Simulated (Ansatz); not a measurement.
Geometry optimisation, DFT LDA, scalar-relativistic, plane waves, PAW in Ansatz 0.2.0.

Input file:

```yaml
crystal:
  lattice:
    - [5.048742, 0.0, 0.0]
    - [2.524371, 4.372339, 0.0]
    - [0.0, 0.0, 16.776426]
  atoms:
    - { symbol: H, position: [0.16666668, 0.16666667, 0.05960745] }
    - { symbol: H, position: [0.66666673, 0.16666667, 0.05960745] }
    - { symbol: H, position: [0.16666669, 0.6666667, 0.05960745] }
    - { symbol: H, position: [0.66666673, 0.6666667, 0.05960745] }
    - { symbol: C, position: [0.16666668, 0.16666667, 0.12517565] }
    - { symbol: C, position: [0.66666673, 0.16666667, 0.12517565] }
    - { symbol: C, position: [0.16666669, 0.6666667, 0.12517565] }
    - { symbol: C, position: [0.66666673, 0.6666667, 0.12517565] }
    - { symbol: C, position: [-0.16666667, 0.33333335, 0.15589048] }
    - { symbol: C, position: [0.33333337, 0.33333335, 0.15589048] }
    - { symbol: C, position: [-0.16666666, 0.83333337, 0.15589048] }
    - { symbol: C, position: [0.33333338, 0.83333337, 0.15589048] }
    - { symbol: C, position: [-0.16666667, 0.33333335, 0.24803498] }
    - { symbol: C, position: [0.33333337, 0.33333335, 0.24803498] }
    - { symbol: C, position: [-0.16666666, 0.83333337, 0.24803498] }
    - { symbol: C, position: [0.33333338, 0.83333337, 0.24803498] }
    - { symbol: C, position: [0.0, 0.0, 0.27874981] }
    - { symbol: C, position: [0.50000004, 0.0, 0.27874981] }
    - { symbol: C, position: [1.0e-08, 0.50000002, 0.27874981] }
    - { symbol: C, position: [0.50000005, 0.50000002, 0.27874981] }
    - { symbol: H, position: [0.50000004, 0.0, 0.34431801] }
    - { symbol: H, position: [1.0e-08, 0.50000002, 0.34431801] }
    - { symbol: H, position: [0.50000005, 0.50000002, 0.34431801] }
    - { symbol: Cl, position: [0.66156766, 1.18910213, 0.35266305] }
basis:
  ecutwfc: 420.0
kpoints:
  mp_grid: { grid: [3, 3, 1] }
hamiltonian:
  xc: lda
  pseudopotentials: { kind: paw, azcp: { folder: soft_1 } }
scf:
  occupations: { method: gaussian, width: 0.02 }
  lower_state_search: "off"
relax:
  f_tol: 0.03
  max_steps: 60
  adjacent_minimum: "off"
  constraints: [{ sites: [0, 1, 2, 3, 4, 5, 6, 7, 8, 9, 10, 11] }]
output:
  write_density: true
  write_potential: true
  elf: true
  volumetric_format: npy
```

Launched with:

```bash
$ ansatz run input.yaml --threads 1 --pin off --max-ram 3072MiB --backend cpu --events-out ev --progress --plain --runs-dir out
```

**Question.** Where does it end, and by what steps?

**Answer.** The forces met the threshold. Limits of this set-up: thin slab, slab without dipole correction, open-shell adsorbate without spin, PAW files made for another functional. After 10 steps the energy has fallen by 12.765 eV; Cl24 moved furthest, 1.57 Å. The start is strongly strained (largest force component 16 eV/Å), so its close contacts needn't be bonds. Parted: C18–Cl24 (1.97 → 3.11 Å), C20–Cl24 (1.84 → 3.11 Å), H23–Cl24 (1.37 → 2.62 Å).

```json
{"step": "0", "energy less start (eV)": "0.0000", "largest force component (eV/Å)": "15.944", "accepted": "yes"}
{"step": "1", "energy less start (eV)": "-4.5094", "largest force component (eV/Å)": "11.562", "accepted": "yes"}
{"step": "2", "energy less start (eV)": "-7.7207", "largest force component (eV/Å)": "7.413", "accepted": "yes"}
{"step": "3", "energy less start (eV)": "-9.7034", "largest force component (eV/Å)": "4.552", "accepted": "yes"}
{"step": "4", "energy less start (eV)": "-10.8610", "largest force component (eV/Å)": "3.304", "accepted": "yes"}
{"step": "5", "energy less start (eV)": "-11.6124", "largest force component (eV/Å)": "2.386", "accepted": "yes"}
{"step": "6", "energy less start (eV)": "-12.1220", "largest force component (eV/Å)": "1.755", "accepted": "yes"}
{"step": "7", "energy less start (eV)": "-12.5164", "largest force component (eV/Å)": "1.114", "accepted": "yes"}
{"step": "8", "energy less start (eV)": "-12.7263", "largest force component (eV/Å)": "0.412", "accepted": "yes"}
{"step": "9", "energy less start (eV)": "-12.7647", "largest force component (eV/Å)": "0.031", "accepted": "yes"}
{"step": "10", "energy less start (eV)": "-12.7647", "largest force component (eV/Å)": "0.004", "accepted": "yes"}
```

```xyz
24
Lattice="5.0487 0.0000 0.0000 2.5244 4.3723 0.0000 0.0000 0.0000 16.7764" Properties=species:S:1:pos:R:3
H 1.262 0.729 1.000
H 3.787 0.729 1.000
H 2.524 2.915 1.000
H 5.049 2.915 1.000
C 1.262 0.729 2.100
C 3.787 0.729 2.100
C 2.524 2.915 2.100
C 5.049 2.915 2.100
C 0.000 1.457 2.615
C 2.524 1.457 2.615
C 1.262 3.644 2.615
C 3.787 3.644 2.615
C 0.000 1.464 4.151
C 2.524 1.458 4.144
C 1.257 3.641 4.151
C 3.792 3.641 4.151
C 0.000 0.000 4.624
C 2.524 0.002 4.628
C 1.263 2.186 4.628
C 3.785 2.186 4.628
H 2.524 -0.004 5.735
H 1.259 2.188 5.735
H 3.790 2.188 5.735
Cl 7.573 4.373 6.444
```

Run time: 110 s on 1 thread of Intel(R) Xeon(R) Platinum 8259CL CPU @ 2.50GHz (Skylake/Cascade Lake), on a shared host, peak memory 0.57 GiB.
